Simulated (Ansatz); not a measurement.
# Ta: the cost of one run

Method: DFT r2SCAN, scalar-relativistic, plane waves, PAW, in Ansatz 0.2.0.

## Step 1: The starting structure

The structure is trigonal, space group R-3m (No. 166). Conventional cell: a = 3.134 Å, b = 3.134 Å, c = 22.723 Å, α = 90.00°, β = 90.00°, γ = 120.00°. Ta (site symmetry -3m) has 12 Ta at 3.11 to 3.13 Å as nearest neighbours. Ta (site symmetry 3m) has 12 Ta at 3.11 to 3.13 Å as nearest neighbours.

As a file:

```cif
data_structure
_symmetry_space_group_name_H-M 'P 1'
_symmetry_Int_Tables_number 1
_cell_length_a 7.7874
_cell_length_b 7.7874
_cell_length_c 7.7874
_cell_angle_alpha 23.220
_cell_angle_beta 23.220
_cell_angle_gamma 23.220
_cell_volume 64.45
loop_
_atom_site_label
_atom_site_type_symbol
_atom_site_fract_x
_atom_site_fract_y
_atom_site_fract_z
_atom_site_occupancy
Ta1 Ta 0.00000 0.00000 0.00000 1
Ta2 Ta 0.22222 0.22222 0.22222 1
Ta3 Ta 0.77778 0.77778 0.77778 1
```

(A quick probe on a coarse mesh, which set the mesh and smearing, is not shown.)

## Step 3: A loose first relaxation

File input.yaml:

```yaml
crystal:
  lattice:
    - [1.5672173524, 0.9048333602, 7.574263125]
    - [-1.5672173524, 0.9048333602, 7.574263125]
    - [0.0, -1.8096667206, 7.574263125]
  atoms:
    - { symbol: Ta, position: [0.0, 0.0, 0.0] }
    - { symbol: Ta, position: [0.22222, 0.22222, 0.22222] }
    - { symbol: Ta, position: [0.77778, 0.77778, 0.77778] }
basis:
  ecutwfc: 500
kpoints:
  mp_grid: { grid: [6, 6, 6] }
hamiltonian:
  xc: r2scan
scf:
  occupations: { method: gaussian, width: 0.1 }
  lower_state_search: "off"
output:
  forces: true
  stress: true
  eigenvalues: true
relax:
  adjacent_minimum: "off"
  f_tol: 0.04
  max_steps: 70
  cell: { stress_tol: 0.4 }
```

**Question.** How long does this run take on 1 thread of an x86-64 CPU, shared host, and how much memory does it need?

About 34 s, with a peak of 0.61 GiB.
